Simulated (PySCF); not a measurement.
# C6H9FP: the cost of one run

Programs: PySCF 2.14.0, with routines of our own; each step states its level. All values are computed. Atoms count from 0.

### Step 1. The system as given

17 atoms, charge 1, multiplicity 1; geometry from: GFN2-xTB.

### Step 2. Magnetic properties: GIAO PBE0/pcSseg-1

Job settings and geometry (Å):

```
{"job": {"kind": "mag", "xc": "PBE0", "basis": "pcSseg-1", "isotopologues": 2}, "charge": 1, "multiplicity": 1}
C     -1.852389     1.858099    -0.296700
C     -1.854951     0.581751     0.060144
P     -0.418463    -0.490759    -0.131947
C     -0.733257    -2.234864     0.264183
C      1.277389     0.180045    -0.100965
C      2.386785     0.670716     0.715528
C      0.835632    -0.073673    -1.335410
F      1.172554    -0.012735    -2.591317
H     -0.984879     2.340366    -0.720314
H     -2.731052     2.471036    -0.178416
H     -2.719438     0.088106     0.485144
H      0.171452    -2.817247     0.090749
H     -1.539424    -2.609552    -0.369886
H     -1.032357    -2.321868     1.310105
H      2.059987     1.488050     1.357797
H      3.192208     1.017096     0.069676
H      2.763206    -0.122536     1.361720
```

Level: GIAO PBE0/pcSseg-1 magnetisability, rotational g tensor and spin-rotation constants, non-relativistic, gas phase.

Command:

```bash
$ OMP_NUM_THREADS=1 python excited_run.py task.json out
```

This one command runs all jobs of the session in turn.

**Question.** How long does this first job take on 1 thread of Arm Neoverse V2, shared host, and how much memory does it need?

About 26 s, with a peak of 0.82 GiB.
